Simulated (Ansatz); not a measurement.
# NaC4: the cost of one run

Method: DFT PBE, scalar-relativistic, plane waves, PAW, in Ansatz 0.2.0.

### 1 The structure to begin with

The structure is trigonal, space group P-31m (No. 162). Conventional cell: a = 5.320 Å, b = 5.320 Å, c = 9.206 Å, α = 90.00°, β = 90.00°, γ = 120.00°. Na (site symmetry -3m) has 12 C at 2.69 to 3.07 Å in its first shell of neighbours. Around Na (site symmetry 32) lie 2 C at 2.04 Å. C (site symmetry 3) is surrounded by 3 C at 1.84 Å and 1 Na at 2.04 Å. C (site symmetry m) has 4 C at 1.84 to 2.42 Å and 1 Na at 2.69 Å in its first shell of neighbours. Around C (site symmetry 32) lie 11 C at 2.42 to 3.07 Å and 3 Na at 3.07 Å.

Structure file:

```cif
data_structure
_symmetry_space_group_name_H-M 'P 1'
_symmetry_Int_Tables_number 1
_cell_length_a 5.3200
_cell_length_b 5.3200
_cell_length_c 9.2057
_cell_angle_alpha 90.000
_cell_angle_beta 90.000
_cell_angle_gamma 120.000
_cell_volume 225.64
loop_
_atom_site_label
_atom_site_type_symbol
_atom_site_fract_x
_atom_site_fract_y
_atom_site_fract_z
_atom_site_occupancy
Na1 Na 0.00000 0.00000 0.00000 1
Na2 Na 0.33333 0.66667 0.50000 1
Na3 Na 0.66667 0.33333 0.50000 1
C1 C 0.33333 0.66667 0.27798 1
C2 C 0.33333 0.66667 0.72202 1
C3 C 0.66667 0.33333 0.72202 1
C4 C 0.66667 0.33333 0.27798 1
C5 C 0.61876 0.00000 0.80819 1
C6 C 0.00000 0.61876 0.80819 1
C7 C 0.38124 0.38124 0.80819 1
C8 C 0.00000 0.38124 0.19181 1
C9 C 0.38124 0.00000 0.19181 1
C10 C 0.61876 0.61876 0.19181 1
C11 C 0.33333 0.66667 0.00000 1
C12 C 0.66667 0.33333 0.00000 1
```

The cell is invented: random cell by space group and Wyckoff sites (P-31m, No. 162). The dimensions are guesses.

### 2 A first look at the guess

input.yaml

```yaml
crystal:
  lattice:
    - [5.32003913, 0.0, 0.0]
    - [-2.66001957, 4.60728904, 0.0]
    - [0.0, 0.0, 9.20569906]
  atoms:
    - { symbol: Na, position: [0.0, 0.0, 0.0] }
    - { symbol: Na, position: [0.33333333, 0.66666667, 0.5] }
    - { symbol: Na, position: [0.66666667, 0.33333333, 0.5] }
    - { symbol: C, position: [0.33333333, 0.66666667, 0.27798176] }
    - { symbol: C, position: [0.33333333, 0.66666667, 0.72201824] }
    - { symbol: C, position: [0.66666667, 0.33333333, 0.72201824] }
    - { symbol: C, position: [0.66666667, 0.33333333, 0.27798176] }
    - { symbol: C, position: [0.61875959, 0.0, 0.80819002] }
    - { symbol: C, position: [0.0, 0.61875959, 0.80819002] }
    - { symbol: C, position: [0.38124041, 0.38124041, 0.80819002] }
    - { symbol: C, position: [0.0, 0.38124041, 0.19180998] }
    - { symbol: C, position: [0.38124041, 0.0, 0.19180998] }
    - { symbol: C, position: [0.61875959, 0.61875959, 0.19180998] }
    - { symbol: C, position: [0.33333333, 0.66666667, 0.0] }
    - { symbol: C, position: [0.66666667, 0.33333333, 0.0] }
basis:
  ecutwfc: 420
kpoints:
  mp_grid: { grid: [6, 6, 2] }
hamiltonian:
  xc: pbe
scf:
  occupations: { method: gaussian, width: 0.1 }
  lower_state_search: "off"
output:
  forces: true
  stress: true
  eigenvalues: true
```

Run with:

```
$ ansatz run input.yaml --threads 1 --pin off --max-ram 2560MiB --backend cpu --events-out ev --progress --plain --runs-dir out
```

What time and memory should one allow on 1 thread of Arm Neoverse N1, shared host?

About 17 s, with a peak of 0.45 GiB.
